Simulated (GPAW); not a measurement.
# Al3Pt2 (P-3m1) in GPAW: further runs

One crystal, Al3Pt2, is run at these levels: PBEsol; tasks: band structure.

Program: GPAW 26.7.0. These are calculated values, not measurements. Logs are shortened: lines on timing, memory, paths and dates and some standing lists are left out, and cuts for length are marked. The log counts tension as positive stress, the text compression.

### Step 1. The structure

The structure is trigonal, space group P-3m1 (No. 164). Conventional cell: a = 4.207 Å, b = 4.207 Å, c = 5.189 Å, α = 90.00°, β = 90.00°, γ = 120.00°. Pt (site symmetry 3m) is surrounded by 8 Al at 2.49 to 2.69 Å. Around Al (site symmetry 3m) lie 5 Pt at 2.49 to 2.69 Å and 3 Al at 2.87 Å. Around Al (site symmetry -3m) lie 6 Pt at 2.58 Å.

The cell comes from a database or a generator and needn't be the stable form of this composition.

### Step 2. Band structure, PBEsol

Contents of run.py:

```python
from ase import Atoms
from ase.dft.bandgap import bandgap
from ase.io import write
from ase.units import GPa
from gpaw import GPAW, PW, setup_paths

setup_paths.insert(0, '.')

atoms = Atoms(['Pt', 'Pt', 'Al', 'Al', 'Al'],
              cell=[[4.2071400339, 0.0, 0.0],
                    [-2.103570017, 3.6434901467, 0.0],
                    [0.0, 0.0, 5.18896172]],
              scaled_positions=[[0.6666666667, 0.3333333333, 0.8338745],
                                [0.3333333333, 0.6666666667, 0.1661255],
                                [0.6666666667, 0.3333333333, 0.35316977],
                                [0.3333333333, 0.6666666667, 0.64683023],
                                [0.0, 0.0, 0.0]],
              pbc=True)

calc = GPAW(mode=PW(600),
            xc='PBEsol',
            kpts={'size': (7, 7, 5), 'gamma': True},
            occupations={'name': 'fermi-dirac', 'width': 0.05},
            nbands=38,
            convergence={'density': 1e-05, 'energy': 1e-05},
            maxiter=150,
            txt='gpaw.txt')
atoms.calc = calc
energy = atoms.get_potential_energy()
forces = atoms.get_forces()
stress = atoms.get_stress()
calc.write('gs.gpw')
write('result.traj', atoms)
print(f'Energy: {energy:.6f} eV')
print('Forces (eV/A):')
print(forces.round(4))
print('Stress (GPa):', (stress / GPa).round(3))
print('Fermi level:', round(calc.get_fermi_level(), 4), 'eV')
print(f'Gap: {bandgap(calc)[0]:.4f} eV, direct: {bandgap(calc, direct=True)[0]:.4f} eV')

path = atoms.cell.bandpath('GMKGALHA,LM,KH', npoints=80, eps=1e-4)
bs_calc = calc.fixed_density(kpts=path, symmetry='off', nbands=56,
                             convergence={'bands': 'CBM+6.0', 'eigenstates': 1e-6}, txt='bands.txt')
bs = bs_calc.band_structure()
bs.write('bs.json')
print(f'Gap on the path: {bandgap(bs_calc)[0]:.4f} eV')
```

Potentials or basis: PAW data sets generated in the run's folder for this functional, pw.

The run is started by

```sh
$ gpaw-setup -f PBEsol Al Pt
$ OMP_NUM_THREADS=1 python run.py
```

gpaw.txt:

```text
__  _  _
 | _ |_)|_||  |
 |__||  | ||/\| - 26.7.0

Input parameters:
  mode=PW(ecut=600.0),
  convergence={'density': 1e-05, 'energy': 1e-05},
  kpts=MonkhorstPack(size=(7, 7, 5), gamma=True),
  maxiter=150,
  nbands=38,
  occupations=Occupations(name='fermi-dirac', width=0.05),
  xc=XC(name='PBEsol')

Diagonalizing LCAO Hamiltonian
Converting LCAO to pw mode

             Pt
         Al

             Al
         Pt

       Al

Atoms  # Å, Bohr magnetons
|   | symbol |         x |        y |        z |    initial magnetic moments |
|---|--------|-----------|----------|----------|-----------------------------|
| 0 |     Pt |  2.103570 | 1.214497 | 4.326943 | ( 0.0000,  0.0000,  0.0000) |
| 1 |     Pt | -0.000000 | 2.428993 | 0.862019 | ( 0.0000,  0.0000,  0.0000) |
| 2 |     Al |  2.103570 | 1.214497 | 1.832584 | ( 0.0000,  0.0000,  0.0000) |
| 3 |     Al | -0.000000 | 2.428993 | 3.356377 | ( 0.0000,  0.0000,  0.0000) |
| 4 |     Al |  0.000000 | 0.000000 | 0.000000 | ( 0.0000,  0.0000,  0.0000) |

Unit cell  # Å
| periodic |         x |        y |        z |  lengths |     angles |
|----------|-----------|----------|----------|----------|------------|
|      yes |  4.207140 | 0.000000 | 0.000000 | 4.207140 |  90.000000 |
|      yes | -2.103570 | 3.643490 | 0.000000 | 4.207140 |  90.000000 |
|      yes |  0.000000 | 0.000000 | 5.188962 | 5.188962 | 120.000000 |

Number of symmetries: 12
Symmetry operations  # r_c * U_cc + t_c -> r_c
|    | kind |            matrix            |
|----|------|------------------------------|
|  0 |  σ   |  1, 1, 0,  0,-1, 0,  0, 0, 1 |
|  1 |  S6  |  1, 1, 0, -1, 0, 0,  0, 0,-1 |
|  2 |  E   |  1, 0, 0,  0, 1, 0,  0, 0, 1 |
|  3 |  C2  |  1, 0, 0, -1,-1, 0,  0, 0,-1 |
|  4 |  C2  |  0, 1, 0,  1, 0, 0,  0, 0,-1 |
|  5 |  C3  |  0, 1, 0, -1,-1, 0,  0, 0, 1 |
|  6 |  S6  |  0,-1, 0,  1, 1, 0,  0, 0,-1 |
|  7 |  σ   |  0,-1, 0, -1, 0, 0,  0, 0, 1 |
|  8 |  σ   | -1, 0, 0,  1, 1, 0,  0, 0, 1 |
|  9 |  i   | -1, 0, 0,  0,-1, 0,  0, 0,-1 |
| 10 |  C3  | -1,-1, 0,  1, 0, 0,  0, 0, 1 |
| 11 |  C2  | -1,-1, 0,  0, 1, 0,  0, 0,-1 |

BZ-sampling:
  Number of BZ points: 245
  Number of IBZ points: 32

  Monkhorst-Pack size: [7, 7, 5]
  Monkhorst-Pack shift: [0, 0, 0]

K-points  # in reciprocal-cell coordinates
|     |                                coordinates |     weight |
|-----|--------------------------------------------|------------|
|   0 | (  0.00000000,   0.00000000,   0.00000000) | 0.00408163 |
|   1 | (  0.00000000,   0.00000000,   0.20000000) | 0.00816327 |
|   2 | (  0.00000000,   0.00000000,   0.40000000) | 0.00816327 |
|   3 | (  0.14285714,   0.00000000,  -0.40000000) | 0.02448980 |
|   4 | (  0.14285714,   0.00000000,  -0.20000000) | 0.02448980 |
|   5 | (  0.14285714,   0.00000000,   0.00000000) | 0.02448980 |
|   6 | (  0.14285714,   0.00000000,   0.20000000) | 0.02448980 |
|   7 | (  0.14285714,   0.00000000,   0.40000000) | 0.02448980 |
|   8 | (  0.28571429,  -0.14285714,   0.00000000) | 0.02448980 |
|   9 | (  0.28571429,  -0.14285714,   0.20000000) | 0.04897959 |
| ... |                                            |            |
|  31 | (  0.42857143,   0.42857143,   0.40000000) | 0.04897959 |

Plane wave coefficients: 2703
Cutoff: 600.0 eV

Spin-components: 1 (collinear spins)
Bands:           38
Projectors:      27
Spin-degeneracy: 2
Datatype:        complex128

Parallelization:
  kpt:    1
  domain: 1
  band:   1

Density:
  Valence electrons: 41.0
  Components: 1
  Grid points: [24 24 30]
  Charge: 0.0  # |e|

Potential:
  Grid points: [24 24 30]

species:
  Pt:
    name:    Platinum
    Z:       78.0
    valence: 16
    core:    62
    charge:  0.0  # [|e|]
    compensation charges:
      type: gauss
      rc: 0.41  # [Å]
      lmax: 2
    cutoffs:
      filter: 2.26  # [Å]
      core: 2.26  # [Å]
    projectors
    | kind |    occ | energy [eV] | rcut [Å] |
    |------|--------|-------------|----------|
    |   6s |  1.000 |      -5.666 |    1.307 |
    |   5p |  6.000 |     -56.073 |    1.371 |
    |   6p |  0.000 |      -0.783 |    1.371 |
    |   5d |  9.000 |      -6.179 |    1.307 |
    |    s |        |      21.545 |    1.307 |
    |    d |        |      21.032 |    1.307 |

    Using partial waves for Pt as LCAO basis

  Al:
    name:    Aluminium
    Z:       13.0
    valence: 3
    core:    10
    charge:  0.0  # [|e|]
    compensation charges:
      type: gauss
      rc: 0.34  # [Å]
      lmax: 2
    cutoffs:
      filter: 1.91  # [Å]
      core: 2.36  # [Å]
    projectors
    | kind |    occ | energy [eV] | rcut [Å] |
    |------|--------|-------------|----------|
    |   3s |  2.000 |      -7.715 |    1.085 |
    |   3p |  1.000 |      -2.689 |    1.085 |
    |    s |        |      19.497 |    1.085 |
    |    p |        |      24.522 |    1.085 |
    |    d |        |       0.000 |    1.085 |

    Using partial waves for Al as LCAO basis

Reference energy: -1020241.565183  # eV

eigensolver:
  PPCG
  Converge bands: occupied
  niter=2

density mixing:
  MSR1-Mixer
  Pratt-step length: 0.05
  Maximum mixing coefficient: 0.75
  Old densities: 10
  SVD Regularization: 0.005
  Good broyden scale: 1.0
  Trust region scale: 1.0
  Backstep threshold: 4.0
  History deletion threshold: 6.0
  Fourier metric: weight=20.0, sigma=0.015

occupation numbers:
  Fermi-Dirac:
    width: 0.0500  # eV

poisson solver:
  ecut: 4800.0  # eV

xc functional:
  name: PBEsol with 2 nearest neighbor stencil

convergence criteria:
- Maximum integral of absolute [dens]ity change: 1e-05 electrons / valence electron
- Maximum [total energy] change in last 3 cyles: 1e-05 eV / valence electron
- Maximum integral of absolute [eigenst]ate change: 4e-08 eV^2 / valence electron
maximum number of iterations: 150

SCF iterations
|iter     | |      energy | eigst |  dens |
|---------|-|-------------|-------|-------|
|iter:   1| |  -33.524619 | +0.51 |       |
|iter:   2| |  -33.102809 | -1.85 | -0.98 |
|iter:   3| |  -31.766503 | -1.28 | -1.02 |
|iter:   4| |  -31.702592 | -2.43 | -1.69 |
|iter:   5| |  -31.682510 | -3.00 | -1.85 |
|iter:   6| |  -31.682568 | -4.17 | -2.51 |
|iter:   7| |  -31.682986 | -4.38 | -2.85 |
|iter:   8| |  -31.682997 | -6.09 | -3.83 |
|iter:   9| |  -31.682999c| -6.61 | -4.03 |
|iter:  10| |  -31.682999c| -7.56c| -5.00c|

Converged in 10 steps
Energy contributions relative to reference atoms: (reference = -1020241.565183)

Energy contributions:
  Kinetic:           0.133170
  Coulomb:           0.002307
  Zero:             -0.945893
  External:          0.000000
  Xc:              -30.870339
  Entropy:          -0.004488
  Spinorbit:         0.000000
  ----------------------------
  Free energy:     -31.685243
  Extrapolated:    -31.682999

dipole moment: (-3.600808, -6.236782, -8.882259)  # |e|*Ang

Fermi level: 8.925
Eigenvalues  # (at kpt = [0.000, 0.000, 0.000])
| band index |      eig [eV] | occ [0-2] |
|------------|---------------|-----------|
|          0 |       -44.498 |     2.000 |
|        ... |               |           |
|         11 |         3.783 |     2.000 |
|         12 |         3.783 |     2.000 |
|         13 |         4.956 |     2.000 |
|         14 |         4.956 |     2.000 |
|         15 |         6.137 |     2.000 |
|         16 |         6.137 |     2.000 |
[... 8 lines left out ...]
|         25 |        14.520 |     0.000 |
|         26 |        14.520 |     0.000 |
|        ... |               |           |
|         37 |        22.843 |     0.000 |

No gap
No difference between direct/indirect transitions

Forces  # eV/Ang
|        x |        y |        z |
|----------|----------|----------|
| -0.00000 | -0.00000 |  0.09781 |  # Pt   0
|  0.00000 |  0.00000 | -0.09781 |  # Pt   1
|  0.00000 |  0.00000 | -0.00128 |  # Al   2
| -0.00000 | -0.00000 |  0.00128 |  # Al   3
|  0.00000 |  0.00000 |  0.00000 |  # Al   4

Stress tensor  # eV/Ang^3
|         x |         y |         z |
|-----------|-----------|-----------|
| -0.000526 | -0.000000 |  0.000000 |
| -0.000000 | -0.000526 |  0.000000 |
|  0.000000 |  0.000000 | -0.002681 |

# Writing to gs.gpw (mode='')
```

bands.txt:

```text
Diagonalizing LCAO Hamiltonian
Converting LCAO to pw mode
convergence criteria:
- Maximum integral of absolute [eigenst]ate change: 1e-06 eV^2 / valence electron
maximum number of iterations: 150

SCF iterations
|iter     | |      energy | eigst |  dens |
|---------|-|-------------|-------|-------|
|iter:   1| |             | +0.96 |       |
[... 85 lines left out ...]
         [0.33333333, 0.33333333, 0.        ],
         [0.33333333, 0.33333333, 0.07142857],
         [0.33333333, 0.33333333, 0.14285714],
         [0.33333333, 0.33333333, 0.21428571],
         [0.33333333, 0.33333333, 0.28571429],
         [0.33333333, 0.33333333, 0.35714286],
         [0.33333333, 0.33333333, 0.42857143],
         [0.33333333, 0.33333333, 0.5       ]])),
  maxiter=150,
  nbands=56,
  occupations=Occupations(name='fermi-dirac', width=0.05),
  symmetry=Symmetry(point_group=False, time_reversal=False),
  xc=XC(name='PBEsol')
```

Run time: 2.4 min. Hardware: 1 thread of Arm Neoverse V2, shared host; peak memory 0.5 GiB.

Results:

```
Free energy             : -31.6852 eV
Pressure                : 0.2 GPa
Largest force           : 0.098 eV/Å
Band gap along the path : none (metal or under the smearing width)
```

Forces in eV/Å, atoms in the order of the input:
```
Pt   0.000  0.000  0.098
Pt   0.000  0.000 -0.098
Al   0.000  0.000 -0.001
Al   0.000  0.000  0.001
Al   0.000  0.000  0.000
```

Stress tensor (GPa, compression positive):
```
0.08 0.00 0.00
0.00 0.08 0.00
0.00 0.00 0.43
```

Levels at the corners of the path, in eV from the Fermi level:
| point | band 17 | band 18 | band 19 | band 20 | band 21 | band 22 | band 23 | band 24 | band 25 | band 26 |
| --- | --- | --- | --- | --- | --- | --- | --- | --- | --- | --- |
| Γ | -2.79 | -2.63 | -2.12 | 1.51 | 1.51 | 3.10 | 4.05 | 4.05 | 4.22 | 5.60 |
| M | -3.24 | -2.64 | -2.22 | -2.17 | -1.76 | 1.56 | 2.41 | 3.13 | 4.19 | 5.18 |
| K | -3.55 | -3.52 | -3.52 | -0.95 | -0.95 | 1.20 | 2.35 | 2.35 | 3.34 | 6.26 |
| Γ | -2.79 | -2.63 | -2.12 | 1.51 | 1.51 | 3.10 | 4.05 | 4.05 | 4.22 | 5.60 |
| A | -2.93 | -2.93 | 2.14 | 2.49 | 2.49 | 3.05 | 3.08 | 3.08 | 3.22 | 4.94 |
| L | -3.46 | -3.07 | -3.02 | -1.70 | -0.33 | 2.07 | 2.57 | 3.69 | 5.28 | 6.23 |
| H | -2.88 | -2.88 | -2.39 | -2.39 | -2.34 | 0.29 | 5.04 | 6.22 | 6.22 | 7.28 |
| A | -2.93 | -2.93 | 2.14 | 2.49 | 2.49 | 3.05 | 3.08 | 3.08 | 3.22 | 4.94 |
| L | -3.46 | -3.07 | -3.02 | -1.70 | -0.33 | 2.07 | 2.57 | 3.69 | 5.28 | 6.23 |
| M | -3.24 | -2.64 | -2.22 | -2.17 | -1.76 | 1.56 | 2.41 | 3.13 | 4.19 | 5.18 |
| K | -3.55 | -3.52 | -3.52 | -0.95 | -0.95 | 1.20 | 2.35 | 2.35 | 3.34 | 6.26 |
| H | -2.88 | -2.88 | -2.39 | -2.39 | -2.34 | 0.29 | 5.04 | 6.22 | 6.22 | 7.28 |

Caveat: spin-orbit coupling is left out, which moves the levels of the heavy elements.

(Continued in part 2 of 2.)
